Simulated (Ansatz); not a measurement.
**BH₄LiOSi: single points off equilibrium**

The atoms stand at a structure displaced at random from a GFN2-xTB minimum. How far do the functionals agree with CCSD(T) there?

Computed with Ansatz 0.2.0, Gaussian basis. Level: single points in def2-TZVPP.

Cores are frozen in the correlated methods. The outer core shell of Li, Na, Mg and K is correlated.

## 1. The system as given

SMILES `[Li][SiH2]OB`, 8 atoms, charge 0, spin multiplicity 1.

Atoms are counted from 1 here; the program's logs count them from 0.

Bond lengths: Li1–Si2 2.471 Å, Li1–H7 2.003 Å, Si2–O3 1.725 Å, Si2–H5 1.441 Å, Si2–H6 1.563 Å, O3–B4 1.296 Å, B4–H7 1.289 Å, B4–H8 1.190 Å. Angles: Si2–Li1–H7 88.7°, Li1–Si2–O3 82.9°, Li1–Si2–H5 133.4°, Li1–Si2–H6 130.3°, O3–Si2–H5 96.1°, O3–Si2–H6 94.8°, H5–Si2–H6 96.2°, Si2–O3–B4 134.7°, O3–B4–H7 119.4°, O3–B4–H8 121.3°, H7–B4–H8 119.2°, Li1–H7–B4 114.1°.

Coordinates:

```xyz
8

Li   -2.1035    0.4605    0.1199
Si    0.1799    1.4023    0.0671
O     0.6348   -0.2612    0.0318
B    -0.0133   -1.3826   -0.0086
H     1.1139    1.7945    1.0924
H     1.0781    1.8098   -1.1458
H    -1.3019   -1.3686   -0.0366
H     0.5567   -2.4271   -0.0168
```

## 2. CCSD(T)/def2-TZVPP

run/in.yaml reads:

```yaml
crystal:
  periodic: [false, false, false]
  atoms:
    - {symbol: Li, position_ang: [-2.103500, 0.460500, 0.119900]}
    - {symbol: Si, position_ang: [0.179900, 1.402300, 0.067100]}
    - {symbol: O, position_ang: [0.634800, -0.261200, 0.031800]}
    - {symbol: B, position_ang: [-0.013300, -1.382600, -0.008600]}
    - {symbol: H, position_ang: [1.113900, 1.794500, 1.092400]}
    - {symbol: H, position_ang: [1.078100, 1.809800, -1.145800]}
    - {symbol: H, position_ang: [-1.301900, -1.368600, -0.036600]}
    - {symbol: H, position_ang: [0.556700, -2.427100, -0.016800]}
basis:
  gaussian: {orbitals: def2-TZVPP}
correlation: {method: ccsd_t}
output: {forces: true}
```

The command line of these runs was not kept.

## 3. PBE0-D4/def2-TZVPP

Changes to run/in.yaml since step 2:

```diff
@@ -13,3 +13,3 @@
   gaussian: {orbitals: def2-TZVPP}
-correlation: {method: ccsd_t}
-output: {forces: true}
+hamiltonian: {xc: pbe0, dispersion: d4}
+output: {forces: true, orbitals: {seedname: orbitals}}
```

## 4. wB97M-V/def2-TZVPP

Changes to run/in.yaml since step 3:

```diff
@@ -13,3 +13,3 @@
   gaussian: {orbitals: def2-TZVPP}
-hamiltonian: {xc: pbe0, dispersion: d4}
-output: {forces: true, orbitals: {seedname: orbitals}}
+hamiltonian: {xc: {name: wB97M-V}}
+output: {forces: true}
```

## 5. r2SCAN-D4/def2-TZVPP

Changes to run/in.yaml since step 4:

```diff
@@ -13,3 +13,3 @@
   gaussian: {orbitals: def2-TZVPP}
-hamiltonian: {xc: {name: wB97M-V}}
+hamiltonian: {xc: r2scan, dispersion: d4}
 output: {forces: true}
```

## 6. PBE-D4/def2-TZVPP

Changes to run/in.yaml since step 5:

```diff
@@ -13,3 +13,3 @@
   gaussian: {orbitals: def2-TZVPP}
-hamiltonian: {xc: r2scan, dispersion: d4}
+hamiltonian: {xc: pbe, dispersion: d4}
 output: {forces: true}
```

## 7. HSE06-D4/def2-TZVPP

Changes to run/in.yaml since step 6:

```diff
@@ -13,3 +13,3 @@
   gaussian: {orbitals: def2-TZVPP}
-hamiltonian: {xc: pbe, dispersion: d4}
+hamiltonian: {xc: hse06, dispersion: d4}
 output: {forces: true}
```

## 8. LC-wPBE/def2-TZVPP

Changes to run/in.yaml since step 7:

```diff
@@ -13,3 +13,3 @@
   gaussian: {orbitals: def2-TZVPP}
-hamiltonian: {xc: hse06, dispersion: d4}
+hamiltonian: {xc: {name: LC-wPBE}}
 output: {forces: true}
```

(Steps that only read results are left out.)

Q: Predict the outcome of this session. Wanted: energy less free atoms, CCSD(T)/def2-TZVPP; RMS force component; RMS force error; HOMO and LUMO, PBE0-D4; T1 diagnostic.

The runs gave:

```
                                  quantity                                                                                            value
energy less free atoms, CCSD(T)/def2-TZVPP                                                                                  -598.7 kcal/mol
                       RMS force component                                                             0.508 to 0.560 eV/Å over the methods
                           RMS force error  PBE0-D4 0.153, wB97M-V 0.115, r2SCAN-D4 0.097, PBE-D4 0.135, HSE06-D4 0.151, LC-wPBE 0.142 eV/Å
                    HOMO and LUMO, PBE0-D4                                                                               -5.65 and -1.23 eV
                             T1 diagnostic                                                                                            0.015
```

Against CCSD(T) the functionals' energies less atoms differ by -21.2 to -9.6 kcal/mol, PBE-D4 by -18.6 kcal/mol. A larger basis would deepen the CCSD(T) value, while the functionals are nearly converged already, so the order here is not reliable. The forces of r2SCAN-D4 come nearest to CCSD(T), those of PBE0-D4 are farthest. Frozen-core CCSD(T) forces in triple zeta carry basis errors of their own, and this is one geometry, so small gaps rank nothing.
